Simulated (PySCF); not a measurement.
**Zn: excitation energy in aug-cc-pVTZ-PP plus 1 even-tempered diffuse shell per l with ECP10**

Aim: the excitation energy of zinc from differences of total energies, at each level of theory, and how far each lands from the tabulated value where there is one.

The numbers are computed with PySCF 2.14.0 (unrestricted determinants in a Gaussian basis, no spin-orbit coupling in the energies), except any that are marked as measured or tabulated.

### 1 What is computed

| Item | Value |
| --- | --- |
| Element | zinc (Z = 30) |
| Basis | aug-cc-pVTZ-PP with one added diffuse shell each of s, p, d, f, g type with ECP10MDF (7s7p6d4f3g, 113 functions) |
| Hamiltonian | scalar relativity through the core potential |
| State 1 | Zn: [Ar] 3d10 4s1 5s1, high-spin 3S determinant (an excited configuration) |
| Needed too, but not shown | Zn [Ar] 3d10 4s2 (1S) |
| Methods | UHF, LDA, PBE, PBE0, r2SCAN, M06, wB97X-V, MP2 |
| Core shells frozen in the correlated runs | valence: 3s2 3p6 (for Zn) |

Outer shells as boxes (Hund's rule):

Zn [Ar] 3d10 4s1 5s1
```
[Ar] core
3d [↑↓][↑↓][↑↓][↑↓][↑↓]
4s [↑ ]
5s [↑ ]
```

One driver process ran all states and methods and kept the integrals in memory. Each run is shown as a PySCF script that sums up its settings (the driver passes frozen orbitals as a list and adds second-order terms of double hybrids); the logs are those of the runs themselves. The driver starts from symmetry-adapted Hartree-Fock orbitals, holds the occupation by maximum overlap and uses a logarithmic radial grid for functionals, so a plain start would take other cycles.

The integrals over 113 functions and the set-up took 1.5 s of CPU time.

### 2 Zn [Ar] 3d10 4s1 5s1: the ladder of methods

UHF:

The input, input.py:

```python
from pyscf import gto, scf, dft, mp, cc
import basis_set_exchange as bse
txt = bse.get_basis("aug-cc-pVTZ-PP", elements=["Zn"], fmt="nwchem", header=False, augment_diffuse=1)
cut = txt.index("\nECP")
mol = gto.M(atom="Zn 0 0 0", charge=0, spin=2, symmetry="D2h",
            basis=gto.basis.parse(txt[:cut]),
            ecp={"Zn": gto.basis.parse_ecp(txt[cut:])})
mf = scf.UHF(mol)
mf.irrep_nelec = {'Ag': (5, 3), 'B1g': (1, 1), 'B2g': (1, 1), 'B3g': (1, 1), 'B1u': (1, 1), 'B2u': (1, 1), 'B3u': (1, 1)}
mf.kernel()
```

LDA:

input.py, as changed from the run before:

```diff
@@ -7,3 +7,3 @@
             ecp={"Zn": gto.basis.parse_ecp(txt[cut:])})
-mf = scf.UHF(mol)
+mf = dft.UKS(mol, xc="LDA,VWN")
 mf.irrep_nelec = {'Ag': (5, 3), 'B1g': (1, 1), 'B2g': (1, 1), 'B3g': (1, 1), 'B1u': (1, 1), 'B2u': (1, 1), 'B3u': (1, 1)}
```

PBE:

input.py, as changed from the run before:

```diff
@@ -7,3 +7,3 @@
             ecp={"Zn": gto.basis.parse_ecp(txt[cut:])})
-mf = dft.UKS(mol, xc="LDA,VWN")
+mf = dft.UKS(mol, xc="PBE")
 mf.irrep_nelec = {'Ag': (5, 3), 'B1g': (1, 1), 'B2g': (1, 1), 'B3g': (1, 1), 'B1u': (1, 1), 'B2u': (1, 1), 'B3u': (1, 1)}
```

PBE0:

input.py, as changed from the run before:

```diff
@@ -7,3 +7,3 @@
             ecp={"Zn": gto.basis.parse_ecp(txt[cut:])})
-mf = dft.UKS(mol, xc="PBE")
+mf = dft.UKS(mol, xc="PBE0")
 mf.irrep_nelec = {'Ag': (5, 3), 'B1g': (1, 1), 'B2g': (1, 1), 'B3g': (1, 1), 'B1u': (1, 1), 'B2u': (1, 1), 'B3u': (1, 1)}
```

r2SCAN:

input.py, as changed from the run before:

```diff
@@ -7,3 +7,3 @@
             ecp={"Zn": gto.basis.parse_ecp(txt[cut:])})
-mf = dft.UKS(mol, xc="PBE0")
+mf = dft.UKS(mol, xc="R2SCAN")
 mf.irrep_nelec = {'Ag': (5, 3), 'B1g': (1, 1), 'B2g': (1, 1), 'B3g': (1, 1), 'B1u': (1, 1), 'B2u': (1, 1), 'B3u': (1, 1)}
```

M06:

input.py, as changed from the run before:

```diff
@@ -7,3 +7,3 @@
             ecp={"Zn": gto.basis.parse_ecp(txt[cut:])})
-mf = dft.UKS(mol, xc="R2SCAN")
+mf = dft.UKS(mol, xc="M06")
 mf.irrep_nelec = {'Ag': (5, 3), 'B1g': (1, 1), 'B2g': (1, 1), 'B3g': (1, 1), 'B1u': (1, 1), 'B2u': (1, 1), 'B3u': (1, 1)}
```

wB97X-V:

input.py, as changed from the run before:

```diff
@@ -7,3 +7,3 @@
             ecp={"Zn": gto.basis.parse_ecp(txt[cut:])})
-mf = dft.UKS(mol, xc="M06")
+mf = dft.UKS(mol, xc="WB97X_V")
 mf.irrep_nelec = {'Ag': (5, 3), 'B1g': (1, 1), 'B2g': (1, 1), 'B3g': (1, 1), 'B1u': (1, 1), 'B2u': (1, 1), 'B3u': (1, 1)}
```

MP2 (valence):

input.py, as changed from the run before:

```diff
@@ -7,4 +7,5 @@
             ecp={"Zn": gto.basis.parse_ecp(txt[cut:])})
-mf = dft.UKS(mol, xc="WB97X_V")
+mf = scf.UHF(mol)
 mf.irrep_nelec = {'Ag': (5, 3), 'B1g': (1, 1), 'B2g': (1, 1), 'B3g': (1, 1), 'B1u': (1, 1), 'B2u': (1, 1), 'B3u': (1, 1)}
 mf.kernel()
+mp.UMP2(mf, frozen=4).kernel()
```

**Question.** What will these runs give?

The runs gave:

| quantity | value |
| --- | --- |
| excitation energy, Zn → [Ar] 3d10 4s1 5s1 | UHF 5.232, MP2 (valence) 6.541 eV; reference 6.655 |

Accuracy by level (over 1 difference):

```tsv
method	mean absolute miss against the measured value (with the measured fine structure taken into account where it is known) (eV)
UHF	1.423
LDA	0.362
PBE	0.007
PBE0	0.259
r2SCAN	0.034
wB97X-V	0.092
MP2 (valence)	0.113
SCS-MP2 (valence)	0.055
```

What this shows: Against experiment PBE comes closest (off by 0.01 eV) and UHF is farthest (1.42 eV). PBE is off by +0.01 eV. All values hold for this basis alone; no basis-set limit was taken.
